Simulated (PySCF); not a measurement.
**C8H7N: electronic excitations at several levels of theory**

Aim: compute the electronic excitations of C8H7N (`c1ccc2[nH]ccc2c1`) at several levels, and see how far they spread and what each costs.

Computed with PySCF 2.14.0, with density-fitted response routines of our own, on a single molecule in the gas phase. Atoms are numbered from 0 throughout.

## Step 1: The starting structure

16 atoms, charge 0, multiplicity 1; geometry from: GFN2-xTB.

Bonds of the start (Å): C0–C1 1.40, C1–C2 1.38, C2–C3 1.39, C3–N4 1.37, N4–C5 1.37, C5–C6 1.36, C6–C7 1.42, C7–C8 1.39, C8–C0 1.38, C7–C3 1.42, C0–H9 1.08, C1–H10 1.08, C2–H11 1.08, N4–H12 1.01, C5–H13 1.07, C6–H14 1.07, C8–H15 1.08.

## Step 2: Geometry optimisation at PBE0-D3(BJ)/def2-SVP

Job settings and geometry (Å):

```
{"job": {"xc": "PBE0", "basis": "def2-SVP", "d3": "d3bj", "grid": 2, "kind": "geom"}, "charge": 0, "multiplicity": 1}
C     -2.188700    -0.526790    -0.019260
C     -2.060360     0.849920     0.187470
C     -0.822860     1.453350     0.248170
C      0.294780     0.643390     0.093160
N      1.624660     0.951620     0.101750
C      2.347750    -0.192640    -0.099010
C      1.508130    -1.253610    -0.238270
C      0.180980    -0.752370    -0.119840
C     -1.085220    -1.334850    -0.172700
H     -3.178590    -0.957940    -0.058500
H     -2.951400     1.449720     0.301340
H     -0.724020     2.517090     0.410170
H      2.011300     1.870420     0.234390
H      3.420560    -0.161740    -0.128290
H      1.788680    -2.274250    -0.407190
H     -1.190560    -2.397780    -0.332440
```

What it wrote:

```text
step   0  E = -363.15381051  max force = 0.011195
step   1  E = -363.15507147  max force = 0.008567
step   2  E = -363.15418797  max force = 0.016841
step   3  E = -363.15534682  max force = 0.004530
step   4  E = -363.15537974  max force = 0.003724
step   5  E = -363.15545172  max force = 0.001367
step   6  E = -363.15545892  max force = 0.000651
step   7  E = -363.15546029  max force = 0.000469
step   8  E = -363.15546073  max force = 0.000281
optimisation converged
```

It took 3.8 min on 8 threads of Intel Xeon at 2.50GHz (Skylake/Cascade Lake), shared host.

The steps of the relaxation: (the energy doesn't fall at every step)

```csv
step,energy from step 0 (eV),largest force component (eV/Å)
0,0.0000,0.5757
1,-0.0343,0.4405
2,-0.0103,0.8660
3,-0.0418,0.2329
4,-0.0427,0.1915
5,-0.0447,0.0703
6,-0.0449,0.0335
7,-0.0449,0.0241
8,-0.0449,0.0144
```

Distances of close pairs at the start and the end, largest changes first:

```csv
bond,before (Å),after (Å),change (Å)
C6–H14,1.072,1.087,+0.015
C5–H13,1.074,1.088,+0.015
C8–H15,1.080,1.093,+0.013
C1–H10,1.080,1.092,+0.012
C2–H11,1.081,1.092,+0.012
C0–H9,1.080,1.092,+0.012
C0–C1,1.398,1.409,+0.011
C5–C6,1.360,1.371,+0.011
```

The end geometry stands in the next job.

```csv
at the end point,value
point group (found at 0.08 Å tolerance),Cs
"rotational constants (GHz, main isotopes)","3.888, 1.639, 1.153"
dipole moment (D),2.29
```

## Step 3: Excited states and response: CAM-B3LYP/def2-SVPD

Job settings and geometry (Å):

```
{"job": {"kind": "uv", "xc": "CAM-B3LYP", "basis": "def2-SVPD", "nstates": 12, "ntriplets": 4}, "charge": 0, "multiplicity": 1}
C     -2.207727    -0.528419    -0.019752
C     -2.075399     0.858158     0.190364
C     -0.827719     1.462165     0.248481
C      0.294791     0.643339     0.090517
N      1.631392     0.950737     0.099917
C      2.366237    -0.192885    -0.097674
C      1.522404    -1.263790    -0.238697
C      0.185684    -0.758104    -0.122597
C     -1.093043    -1.337728    -0.175959
H     -3.206541    -0.968807    -0.059526
H     -2.972483     1.469823     0.310017
H     -0.728000     2.537743     0.411627
H      2.015304     1.874365     0.232353
H      3.453565    -0.154919    -0.122963
H      1.821054    -2.295788    -0.406532
H     -1.204390    -2.412351    -0.338624
```

Method: TDDFT CAM-B3LYP/def2-SVPD, vertical, gas phase, core orbitals frozen in the response.

What it wrote:

```text
coarse grid: 14096 points
cycle   1  E = -363.2583347946  dE =  2.033e+00  |g| = 3.657e-01  |ddm| = 1.944e+01
cycle   2  E = -363.2673087748  dE = -8.974e-03  |g| = 3.648e-01  |ddm| = 4.621e+00
cycle   3  E = -363.3014630416  dE = -3.415e-02  |g| = 8.168e-02  |ddm| = 1.687e+00
cycle   4  E = -363.3028625234  dE = -1.399e-03  |g| = 3.689e-02  |ddm| = 2.666e-01
cycle   5  E = -363.3031869228  dE = -3.244e-04  |g| = 4.959e-03  |ddm| = 1.865e-01
cycle   6  E = -363.3031929860  dE = -6.063e-06  |g| = 2.278e-03  |ddm| = 2.112e-02
final grid: 138264 points
cycle   7  E = -363.3746199501  dE = -3.757e-05  |g| = 4.495e-03  |ddm| = 2.169e-01
cycle   8  E = -363.3746189152  dE =  1.035e-06  |g| = 5.157e-03  |ddm| = 3.989e-02
cycle   9  E = -363.3746252498  dE = -6.335e-06  |g| = 5.454e-04  |ddm| = 1.847e-02
cycle  10  E = -363.3746253242  dE = -7.444e-08  |g| = 2.611e-04  |ddm| = 3.096e-03
cycle  11  E = -363.3746253435  dE = -1.925e-08  |g| = 7.796e-05  |ddm| = 1.469e-03
cycle  12  E = -363.3746253454  dE = -1.975e-09  |g| = 2.254e-05  |ddm| = 2.605e-04
cycle  13  E = -363.3746253457  dE = -2.850e-10  |g| = 7.767e-06  |ddm| = 1.297e-04
converged SCF energy = -363.3746253457

Static polarisability (au): isotropic 98.446, principal 55.769 104.157 135.410

Singlet excitations
state   eV       nm        f      main configurations
  1   5.0248    246.7   0.03209   H-1->L 0.56, H->L 0.20, H->L+2 0.19
  2   5.0748    244.3   0.10884   H->L 0.70, H-1->L 0.12, H->L+2 0.10
  3   5.8299    212.7   0.00290   H->L+1 0.94
  4   6.3334    195.8   0.57164   H->L+2 0.64, H-1->L 0.23
  5   6.3341    195.7   0.00978   H-1->L+1 0.87
  6   6.4837    191.2   0.00176   H->L+3 0.82
  7   6.5829    188.3   0.00065   H->L+4 0.79
  8   6.6166    187.4   0.32156   H-1->L+2 0.75, H-2->L 0.09
  9   6.8688    180.5   0.00720   H-1->L+3 0.89
 10   7.0207    176.6   0.07023   H->L+7 0.80, H-2->L 0.14
 11   7.1136    174.3   0.00177   H->L+5 0.48, H->L+8 0.39
 12   7.1737    172.8   0.24025   H-2->L 0.56, H-1->L+7 0.16, H-1->L+2 0.11

Triplet excitations (Tamm-Dancoff, eV): 3.5115 4.1984 4.7517 4.8949
```

Wall time 2.2 min (8 threads of Intel Xeon at 2.50GHz (Skylake/Cascade Lake), shared host).

Frontier orbitals and where they lie:

```csv
orbital,eV,atoms
HOMO−3,-10.91,"C8 13 %, C7 13 %, C3 12 %"
HOMO−2,-9.38,"C6 18 %, C7 17 %, C2 13 %"
HOMO−1,-7.63,"C0 20 %, C3 16 %, C7 13 %"
HOMO,-7.15,"C6 19 %, C5 14 %, C8 12 %"
LUMO,0.62,"C2 17 %, C8 17 %, C5 14 %"
LUMO+1,1.35,"H12 30 %, C5 20 %, H13 11 %"
LUMO+2,1.66,"C0 19 %, C3 18 %, C1 14 %"
```

With each of the 12 states as a Gaussian band of 0.4 eV half-width at 1/e, the curve within the window shown has maxima at 245 nm (ε 5,700), 193 nm (ε 33,000) L/(mol cm). Beyond the last state computed it falls off for lack of states. The curve at chosen wavelengths:

```csv
nm,ε (L/mol/cm)
166,6532
171,12668
175,16252
180,20323
184,25237
189,31689
193,33497
198,29154
202,22005
207,12688
212,6085
216,3209
221,1901
225,2040
230,3027
234,4060
239,5168
244,5681
248,5558
253,4846
257,4012
262,2900
266,2100
271,1306
275,850
280,469
```

Ground-state properties from the same run:

```csv
property,computed
dipole moment (D),2.15
polarisability (Å³),14.59
HOMO–LUMO gap (eV),7.77
−ε(HOMO) (eV),7.15
```

## Step 4: Ultraviolet spectrum: PBE0/def2-SVPD

Same as in step 3 but for these lines:

```diff
@@ -1,2 +1,2 @@
-{"job": {"kind": "uv", "xc": "CAM-B3LYP", "basis": "def2-SVPD", "nstates": 12, "ntriplets": 4}, "charge": 0, "multiplicity": 1}
+{"job": {"kind": "uv", "xc": "PBE0", "basis": "def2-SVPD", "nstates": 12, "ntriplets": 4}, "charge": 0, "multiplicity": 1}
 C     -2.207727    -0.528419    -0.019752
```

Level: TDDFT PBE0/def2-SVPD, vertical, gas phase, core orbitals frozen in the response.

What it wrote:

```text
coarse grid: 14096 points
cycle   1  E = -363.0510003123  dE =  1.713e+00  |g| = 4.159e-01  |ddm| = 1.657e+01
cycle   2  E = -363.0100090308  dE =  4.099e-02  |g| = 5.757e-01  |ddm| = 5.552e+00
cycle   3  E = -363.1004510710  dE = -9.044e-02  |g| = 1.282e-01  |ddm| = 2.469e+00
cycle   4  E = -363.1043947547  dE = -3.944e-03  |g| = 3.591e-02  |ddm| = 3.843e-01
cycle   5  E = -363.1046983486  dE = -3.036e-04  |g| = 1.200e-02  |ddm| = 2.052e-01
cycle   6  E = -363.1047351757  dE = -3.683e-05  |g| = 3.303e-03  |ddm| = 4.722e-02
cycle   7  E = -363.1047380630  dE = -2.887e-06  |g| = 7.737e-04  |ddm| = 1.063e-02
final grid: 138264 points
cycle   8  E = -363.1547025585  dE = -3.516e-05  |g| = 7.367e-03  |ddm| = 2.590e-01
cycle   9  E = -363.1546982739  dE =  4.285e-06  |g| = 8.638e-03  |ddm| = 9.004e-02
cycle  10  E = -363.1547169616  dE = -1.869e-05  |g| = 1.305e-03  |ddm| = 4.428e-02
cycle  11  E = -363.1547173810  dE = -4.195e-07  |g| = 3.079e-04  |ddm| = 4.223e-03
cycle  12  E = -363.1547174034  dE = -2.241e-08  |g| = 1.142e-04  |ddm| = 1.482e-03
cycle  13  E = -363.1547174068  dE = -3.328e-09  |g| = 3.085e-05  |ddm| = 3.557e-04
cycle  14  E = -363.1547174070  dE = -2.125e-10  |g| = 1.381e-05  |ddm| = 1.462e-04
converged SCF energy = -363.1547174070

Static polarisability (au): isotropic 98.916, principal 55.647 104.114 136.987

Singlet excitations
state   eV       nm        f      main configurations
  1   4.8620    255.0   0.07662   H->L 0.86
  2   4.9802    249.0   0.03645   H-1->L 0.61, H->L+1 0.33
  3   5.6651    218.9   0.00169   H->L+2 0.99
  4   6.1572    201.4   0.00229   H-1->L+2 0.97
  5   6.1692    201.0   0.45374   H->L+1 0.53, H-1->L 0.21, H-1->L+1 0.08
  6   6.2938    197.0   0.00088   H->L+3 0.97
  7   6.4357    192.7   0.00182   H->L+4 0.96
  8   6.4696    191.6   0.32434   H-1->L+1 0.47, H-2->L 0.19, H->L+1 0.10
  9   6.7025    185.0   0.00389   H-1->L+3 0.97
 10   6.7151    184.6   0.13555   H->L+5 0.53, H-1->L+1 0.27, H-2->L 0.08
 11   6.9506    178.4   0.00612   H->L+6 0.83, H-1->L+4 0.10
 12   6.9741    177.8   0.04278   H-1->L+5 0.41, H-2->L 0.32, H->L+5 0.14

Triplet excitations (Tamm-Dancoff, eV): 3.4445 4.1289 4.7130 4.7953
```

Run time: 1.8 min. Hardware: 8 threads of Intel Xeon at 2.50GHz (Skylake/Cascade Lake), shared host.

In short: HOMO -6.00 eV, LUMO -0.41 eV; lowest singlet 4.86 eV.

## Step 5: Excited states and response: PBE/def2-SVPD

Same as in step 4 but for these lines:

```diff
@@ -1,2 +1,2 @@
-{"job": {"kind": "uv", "xc": "PBE0", "basis": "def2-SVPD", "nstates": 12, "ntriplets": 4}, "charge": 0, "multiplicity": 1}
+{"job": {"kind": "uv", "xc": "PBE", "basis": "def2-SVPD", "nstates": 12, "ntriplets": 4}, "charge": 0, "multiplicity": 1}
 C     -2.207727    -0.528419    -0.019752
```

Method: TDDFT PBE/def2-SVPD, vertical, gas phase, core orbitals frozen in the response.

What it wrote:

```text
coarse grid: 14096 points
cycle   1  E = -362.9543479716  dE =  1.337e+00  |g| = 5.744e-01  |ddm| = 2.069e+01
cycle   2  E = -362.7353098086  dE =  2.190e-01  |g| = 1.033e+00  |ddm| = 8.390e+00
cycle   3  E = -363.0313243180  dE = -2.960e-01  |g| = 2.935e-01  |ddm| = 4.899e+00
cycle   4  E = -363.0547354334  dE = -2.341e-02  |g| = 5.685e-02  |ddm| = 7.776e-01
cycle   5  E = -363.0553444662  dE = -6.090e-04  |g| = 3.306e-02  |ddm| = 3.901e-01
cycle   6  E = -363.0556234783  dE = -2.790e-04  |g| = 1.042e-02  |ddm| = 1.247e-01
cycle   7  E = -363.0556506242  dE = -2.715e-05  |g| = 3.397e-03  |ddm| = 3.553e-02
cycle   8  E = -363.0556535388  dE = -2.915e-06  |g| = 5.207e-04  |ddm| = 7.780e-03
final grid: 138264 points
cycle   9  E = -363.1246632368  dE = -4.805e-05  |g| = 1.220e-02  |ddm| = 4.050e-01
cycle  10  E = -363.1246164967  dE =  4.674e-05  |g| = 1.801e-02  |ddm| = 1.726e-01
cycle  11  E = -363.1247014420  dE = -8.495e-05  |g| = 3.314e-03  |ddm| = 1.045e-01
cycle  12  E = -363.1247042583  dE = -2.816e-06  |g| = 8.074e-04  |ddm| = 1.063e-02
cycle  13  E = -363.1247044162  dE = -1.579e-07  |g| = 3.367e-04  |ddm| = 4.162e-03
cycle  14  E = -363.1247044474  dE = -3.115e-08  |g| = 4.200e-05  |ddm| = 8.418e-04
cycle  15  E = -363.1247044476  dE = -2.416e-10  |g| = 3.093e-05  |ddm| = 1.743e-04
converged SCF energy = -363.1247044476

Static polarisability (au): isotropic 101.406, principal 56.293 106.529 141.397

Singlet excitations
state   eV       nm        f      main configurations
  1   4.4284    280.0   0.04970   H->L 0.87
  2   4.6703    265.5   0.01624   H-1->L 0.59, H->L+1 0.39
  3   5.0875    243.7   0.00071   H->L+2 1.00
  4   5.5486    223.5   0.00139   H-1->L+2 1.00
  5   5.6925    217.8   0.14798   H-2->L 0.29, H->L+3 0.25, H->L+1 0.19
  6   5.6949    217.7   0.00044   H->L+4 1.00
  7   5.9196    209.4   0.00163   H->L+5 1.00
  8   5.9377    208.8   0.41957   H->L+1 0.31, H->L+3 0.23, H-1->L 0.20
  9   6.1597    201.3   0.00157   H-1->L+4 1.00
 10   6.1766    200.7   0.06733   H-1->L+1 0.59, H-1->L+3 0.25
 11   6.3826    194.3   0.00497   H->L+6 1.00
 12   6.3871    194.1   0.00209   H-1->L+5 1.00

Triplet excitations (Tamm-Dancoff, eV): 3.3830 3.9883 4.5041 4.6650
```

It took 75 s on 8 threads of Intel Xeon at 2.50GHz (Skylake/Cascade Lake), shared host.

This run: HOMO -5.07 eV, LUMO -1.25 eV; lowest singlet 4.43 eV.

## Step 6: Ultraviolet spectrum: B3LYP/def2-SVPD

Same as in step 5 but for these lines:

```diff
@@ -1,2 +1,2 @@
-{"job": {"kind": "uv", "xc": "PBE", "basis": "def2-SVPD", "nstates": 12, "ntriplets": 4}, "charge": 0, "multiplicity": 1}
+{"job": {"kind": "uv", "xc": "B3LYP", "basis": "def2-SVPD", "nstates": 12, "ntriplets": 4}, "charge": 0, "multiplicity": 1}
 C     -2.207727    -0.528419    -0.019752
```

With the program's defaults for keys left out, this is: TDDFT B3LYP/def2-SVPD, vertical, gas phase, core orbitals frozen in the response.

What it wrote:

```text
coarse grid: 14096 points
cycle   1  E = -363.4481434978  dE =  1.625e+00  |g| = 4.570e-01  |ddm| = 2.084e+01
cycle   2  E = -363.3884747045  dE =  5.967e-02  |g| = 6.517e-01  |ddm| = 6.960e+00
cycle   3  E = -363.5060973159  dE = -1.176e-01  |g| = 1.537e-01  |ddm| = 3.098e+00
cycle   4  E = -363.5119051024  dE = -5.808e-03  |g| = 4.042e-02  |ddm| = 4.413e-01
cycle   5  E = -363.5122856649  dE = -3.806e-04  |g| = 1.410e-02  |ddm| = 2.162e-01
cycle   6  E = -363.5123345717  dE = -4.891e-05  |g| = 4.533e-03  |ddm| = 6.105e-02
cycle   7  E = -363.5123399590  dE = -5.387e-06  |g| = 1.003e-03  |ddm| = 1.427e-02
final grid: 138264 points
cycle   8  E = -363.5809377995  dE = -4.798e-05  |g| = 5.781e-03  |ddm| = 3.380e-01
cycle   9  E = -363.5809314818  dE =  6.318e-06  |g| = 7.814e-03  |ddm| = 6.750e-02
cycle  10  E = -363.5809462596  dE = -1.478e-05  |g| = 1.234e-03  |ddm| = 3.336e-02
cycle  11  E = -363.5809466466  dE = -3.869e-07  |g| = 2.694e-04  |ddm| = 4.615e-03
cycle  12  E = -363.5809466622  dE = -1.558e-08  |g| = 1.340e-04  |ddm| = 1.342e-03
cycle  13  E = -363.5809466669  dE = -4.694e-09  |g| = 2.990e-05  |ddm| = 3.873e-04
cycle  14  E = -363.5809466670  dE = -1.781e-10  |g| = 1.559e-05  |ddm| = 1.591e-04
converged SCF energy = -363.5809466670

Static polarisability (au): isotropic 99.990, principal 56.083 105.302 138.586

Singlet excitations
state   eV       nm        f      main configurations
  1   4.7514    260.9   0.07286   H->L 0.87
  2   4.8843    253.8   0.03131   H-1->L 0.62, H->L+1 0.34
  3   5.3583    231.4   0.00145   H->L+2 0.99
  4   5.8391    212.3   0.00201   H-1->L+2 0.98
  5   5.9960    206.8   0.00075   H->L+3 0.98
  6   6.0323    205.5   0.38316   H->L+1 0.47, H-1->L 0.20, H-1->L+1 0.10
  7   6.1425    201.8   0.00185   H->L+4 0.98
  8   6.3293    195.9   0.34816   H-1->L+1 0.34, H-2->L 0.20, H->L+5 0.14
  9   6.4053    193.6   0.00345   H-1->L+3 0.98
 10   6.5270    190.0   0.12070   H->L+5 0.44, H-1->L+1 0.36
 11   6.6472    186.5   0.00863   H->L+6 0.77, H-1->L+4 0.20
 12   6.6803    185.6   0.00244   H-1->L+4 0.67, H->L+6 0.16, H->L+7 0.14

Triplet excitations (Tamm-Dancoff, eV): 3.4604 4.1071 4.6890 4.7484
```

Wall time 99 s (8 threads of Intel Xeon at 2.50GHz (Skylake/Cascade Lake), shared host).

This run: HOMO -5.80 eV, LUMO -0.59 eV; lowest singlet 4.75 eV.

## Step 7: Comparing the runs: electronic excitations

Excitations and ground-state properties, with basis size and wall time:

```csv
run,lowest singlet (eV),brightest (eV),f,gap (eV),α (Å³),μ (D),functions,time
CAM-B3LYP/def2-SVPD,5.02,6.33,0.572,7.77,14.59,2.15,236,2.2 min
PBE0/def2-SVPD,4.86,6.17,0.454,5.59,14.66,2.19,236,1.8 min
PBE/def2-SVPD,4.43,5.94,0.420,3.83,15.03,2.21,236,75 s
B3LYP/def2-SVPD,4.75,6.03,0.383,5.21,14.82,2.17,236,99 s
```

## Step 8: Outcome

```
                                quantity                        value
                             point group                           Cs
    rotational constants (main isotopes)         3.89, 1.64, 1.15 GHz
    lowest singlet (CAM-B3LYP/def2-SVPD)  5.02 eV (247 nm), f = 0.032
brightest single state of those computed  state 4, 6.33 eV, f = 0.572
                          lowest triplet                      3.51 eV
             range of the lowest singlet              4.43 to 5.02 eV
```

What this shows: Single values in the summary come from the first run of each kind that ended normally (CAM-B3LYP/def2-SVPD), which need not be the best level. Relaxing lowered the energy by 0.045 eV in 8 steps; the close pair that moved most is C6–H14, from 1.072 to 1.087 Å. The lowest singlet, at 5.02 eV, is HOMO−1→LUMO 0.56, HOMO→LUMO 0.20 and is weak; of the 12 states computed, the strongest absorption comes from state 4 at 6.33 eV (the last state computed is bright too, and its partners may lie past the list). The lowest triplet lies 1.51 eV below the lowest singlet (triplets in Tamm-Dancoff, singlets in full TDDFT). The lowest singlet runs from 4.43 eV (PBE/def2-SVPD) to 5.02 eV (CAM-B3LYP/def2-SVPD), while the orbital gap spans 3.83 to 7.77 eV: the excitation energy moves far less from run to run than the orbital gap does. The lowest state need not be the same one in every run.
